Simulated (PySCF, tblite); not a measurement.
# C₆H₁₁BF₂Si: geometry, infrared bands and NMR shifts

Aim: predict the infrared bands and NMR shifts of C₆H₁₁BF₂Si (`C[C@@H](B(F)F)[SiH]1CC=CC1`).

Programs: tblite 0.8.0 and PySCF 2.14.0, with density-fitted response routines of our own. Each step states its level of theory. These are calculated values for one molecule in the gas phase, unless marked as measured. Atoms are numbered from 0 throughout.

## Step 1: The starting structure

21 atoms, charge 0, multiplicity 1; geometry from: force field or distance geometry start.

Bonds of the start (Å): C0–C1 1.54, C1–B2 1.61, B2–F3 1.45, B2–F4 1.44, C1–Si5 1.88, Si5–C6 1.85, C6–C7 1.49, C7–C8 1.33, C8–C9 1.49, C9–Si5 1.85, C0–H10 1.10, C0–H11 1.11, C0–H12 1.12, C1–H13 1.10, Si5–H14 1.47, C6–H15 1.09, C6–H16 1.11, C7–H17 1.10, C8–H18 1.09, C9–H19 1.11, C9–H20 1.12.

## Step 2: Geometry optimisation with GFN2-xTB

What the job is given:

```
{"job": {"kind": "relax", "xc": "GFN2-xTB", "basis": "xTB"}, "charge": 0, "multiplicity": 1}
C      2.324800     1.043500    -0.013100
C      1.306900     0.046600    -0.587500
B      2.034500    -1.348700    -0.909300
F      2.015400    -1.845200    -2.273600
F      2.684700    -2.099400     0.137500
Si    -0.091000    -0.256700     0.637000
C     -1.413700    -1.314800    -0.099900
C     -2.607200    -0.420600    -0.122200
C     -2.476100     0.822700     0.332300
C     -1.146500     1.251200     0.846900
H      3.131100     1.223600    -0.744900
H      2.754400     0.673200     0.940400
H      1.810900     2.020000     0.192600
H      0.879900     0.452100    -1.515600
H      0.379900    -0.769300     1.933600
H     -1.145700    -1.631100    -1.113000
H     -1.605100    -2.197400     0.551200
H     -3.565400    -0.787500    -0.509700
H     -3.322000     1.515800     0.335200
H     -1.205100     1.538700     1.918900
H     -0.753800     2.100200     0.239000
```

Command:

```console
$ OMP_NUM_THREADS=1 python probes_run.py task.json out
```

One launch serves the whole session: the jobs run in the order shown.

**Question.** This job is followed by: GFN2-xTB harmonic vibrations, gas phase; GIAO PBE0/pcSseg-1 NMR shielding, non-relativistic, gas phase. Predict these results of the whole session: strongest single infrared mode (GFN2-xTB); zero-point energy (GFN2-xTB); 13C shifts against TMS (PBE0/pcSseg-1); 1H shifts against TMS (PBE0/pcSseg-1, means over atoms taken as alike); 11B shifts against BF3·OEt2 (PBE0/pcSseg-1); 19F shifts against CFCl3 (PBE0/pcSseg-1, means over atoms taken as alike); 29Si shifts against TMS (PBE0/pcSseg-1); surface potential, 1st and 99th percentile.

The runs gave:

```
                                                                 quantity                                                     value
                                strongest single infrared mode (GFN2-xTB)                                     2204 cm⁻¹, 332 km/mol
                                             zero-point energy (GFN2-xTB)                                             99.9 kcal/mol
                                   13C shifts against TMS (PBE0/pcSseg-1)                  138.6, 137.6, 20.3, 19.1, 11.9, 10.7 ppm
   1H shifts against TMS (PBE0/pcSseg-1, means over atoms taken as alike)  6.11, 6.11, 4.57, 1.86, 1.78, 1.73, 1.62, 1.27, 0.78 ppm
                              11B shifts against BF3·OEt2 (PBE0/pcSseg-1)                                                  28.7 ppm
19F shifts against CFCl3 (PBE0/pcSseg-1, means over atoms taken as alike)                                                 -76.0 ppm
                                  29Si shifts against TMS (PBE0/pcSseg-1)                                                   3.1 ppm
                                    surface potential, 1st and 99th percentile                                        -0.86 V and 1.38 V
```

In words: Over 64 steps the energy fell by 0.906 eV; of the close pairs, B2–F3 changed most, 1.452 to 1.326 Å. All 57 modes are real, so the xTB geometry is a minimum. The strongest single mode, at 2204 cm⁻¹, moves mainly H14. Unscaled tight-binding wavenumbers are off by several per cent, some by more. Its intensities can rank the bands wrongly. At PBE0/pcSseg-1: The widest tensor belongs to F3, F4: span 293 ppm, with a paramagnetic part of -221 ppm.
